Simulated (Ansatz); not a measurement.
# GeHF (singlet): PBE, r2SCAN, PBE0, B3LYP, wB97M-V, B2PLYP, RPA-PBE over vertical spin and charge gaps, cc-pVDZ

Aim: run GeHF (singlet) with these functionals over vertical spin and charge gaps, and hold them against the top wave-function level at the same points.

Program: Ansatz 0.2.0, Gaussian basis. Level of theory: cc-pVDZ, all electrons in the functionals, frozen cores in the correlation of double hybrids and RPA. These are calculated values, not measurements.

Plan: PBE, r2SCAN, PBE0, B3LYP, wB97M-V, B2PLYP, RPA-PBE, at charge 0, singlet; charge 0, triplet; charge 1, doublet.

10 further runs of the same task are left out: 7 for a known fault of the program, 3 set aside as unsound or not needed.

## Step 1: The system

The geometry is a PBE0/def2-TZVP stationary point (not a proven minimum). No spin-orbit coupling is included. The filled d shell of Ge may be among the frozen orbitals whatever the setting's name suggests; the logs give the count.

3 atoms, charge 0, spin multiplicity 1.

Atoms are counted from 1 here; the program's logs count them from 0.

Bond lengths: Ge1–F2 1.757 Å, Ge1–H3 1.609 Å. Angles: F2–Ge1–H3 94.2°.

No dispersion term is added; wB97M-V holds VV10 nonlocal correlation. B3LYP takes the VWN-RPA correlation.

The geometry shown and the zero of energy belong to the point charge 0, singlet. The yardstick, UCCSDTQ, and other wave-function levels (R restricted, U unrestricted, valence and pair active spaces) come from earlier runs.

## Step 2: PBE, charge 0, singlet

in.yaml reads:

```yaml
crystal:
  periodic: [false, false, false]
  atoms:
    - {symbol: Ge, position_ang: [0.000000, -0.031999, 0.357936]}
    - {symbol: F, position_ang: [0.000000, 0.039207, -1.397243]}
    - {symbol: H, position_ang: [0.000000, 1.567096, 0.540598]}
basis:
  gaussian: {orbitals: cc-pVDZ}
hamiltonian: {xc: {name: PBE}}
output: {orbitals: {seedname: orbitals}}
```

On the command line:

```console
$ ansatz run in.yaml --threads 1 --pin off --events-out ev --progress --plain --max-ram 4096MiB --backend cpu
```

The runs that follow: PBE, charge 0, triplet; PBE, charge 1, doublet; r2SCAN, charge 0, singlet; r2SCAN, charge 0, triplet; r2SCAN, charge 1, doublet; PBE0, charge 0, singlet; PBE0, charge 0, triplet; PBE0, charge 1, doublet; B3LYP, charge 0, singlet; B3LYP, charge 0, triplet; B3LYP, charge 1, doublet; wB97M-V, charge 0, singlet; wB97M-V, charge 0, triplet; wB97M-V, charge 1, doublet; B2PLYP, charge 0, singlet; B2PLYP, charge 0, triplet; B2PLYP, charge 1, doublet; RPA-PBE, charge 0, singlet; RPA-PBE, charge 0, triplet; RPA-PBE, charge 1, doublet.

Before running them: what should the planned runs give, taken together? Wanted: singlet to triplet, UCCSDTQ; ionisation to the doublet cation, UCCSDTQ; largest miss, PBE; largest miss, r2SCAN; largest miss, PBE0; largest miss, B3LYP; largest miss, wB97M-V; largest miss, B2PLYP; largest miss, RPA-PBE.

The runs gave:

| quantity | value |
| --- | --- |
| singlet to triplet, UCCSDTQ | 195.1 kJ/mol |
| ionisation to the doublet cation, UCCSDTQ | 923.9 kJ/mol |
| largest miss, PBE | -2.6 kJ/mol (singlet to triplet) |
| largest miss, r2SCAN | -18.4 kJ/mol (singlet to triplet) |
| largest miss, PBE0 | +14.6 kJ/mol (ionisation to the doublet cation) |
| largest miss, B3LYP | +22.3 kJ/mol (ionisation to the doublet cation) |
| largest miss, wB97M-V | +18.6 kJ/mol (ionisation to the doublet cation) |
| largest miss, B2PLYP | +6.4 kJ/mol (ionisation to the doublet cation) |
| largest miss, RPA-PBE | +9.6 kJ/mol (ionisation to the doublet cation) |
| largest miss, RCCSD(T) | +1.3 kJ/mol (ionisation to the doublet cation) |
| largest miss, UCCSD(T) | +0.9 kJ/mol (ionisation to the doublet cation) |

In words: Of the functionals, PBE keep the smallest largest miss at the points compared (at most 2.6 kJ/mol) and B3LYP strays most (22.3 kJ/mol, at ionisation to the doublet cation). Functionals and the yardstick converge differently with the basis, so part of each miss in cc-pVDZ is the basis.
